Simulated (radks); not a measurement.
**The Coulomb parameter U of the 4f shell of Pm⁺**

The task here is to estimate one member of a computed series from the others.

Program: radks (a radial shooting solver on a logarithmic mesh, Libxc functionals) version 1. Level of theory: Dirac Kohn-Sham, PBE, spin-unpolarised, spherical densities, point nucleus; open shells are shared between the two j in proportion to 2j + 1. These are calculated values, not measurements, unless marked.

### The system

| Property | Result |
| --- | --- |
| element | promethium (Z = 61) |
| charge | +1 |
| electrons | 60 |
| configuration | [Xe] 4f5 6s1 |

Outer shells as boxes (Hund's rule):

Pm⁺
```
[Xe] core
4f [↑ ][↑ ][↑ ][↑ ][↑ ][  ][  ]
6s [↑ ]
```

Set-up of the first run:

Input:

```text
Z 61
configuration [Xe] 4f5 6s1
relativity Dirac
functional pbe,pbe
spin unpolarised
j_filling average
nucleus point
c 137.035999084
```

Among the steps run: Start: [Xe] 4f5 6s1.

One table of the session follows, with a row left open; its other results are not shown here.

It belongs to the step «Start: [Xe] 4f5 6s1». From the orbitals of this run (lengths in bohr):

```
level     <r>  outermost maximum (interpolated)  90 % within  nodes
4d3/2       ?                                 ?            ?      ?
4d5/2  0.6927                             0.606         1.04      1
5s1/2   1.441                              1.29         2.08      4
5p1/2   1.626                              1.41         2.38      3
5p3/2   1.719                              1.49         2.52      3
4f5/2   1.042                             0.634         1.84      0
6s1/2   3.965                              3.49         5.75      5
4f7/2   1.061                             0.639         1.88      0
```

**Question.** Estimate the row for 4d3/2.

As computed: <r>: 0.6825; outermost maximum (interpolated): 0.598; 90 % within: 1.03; nodes: 1. In the column «<r>» it is the lowest.
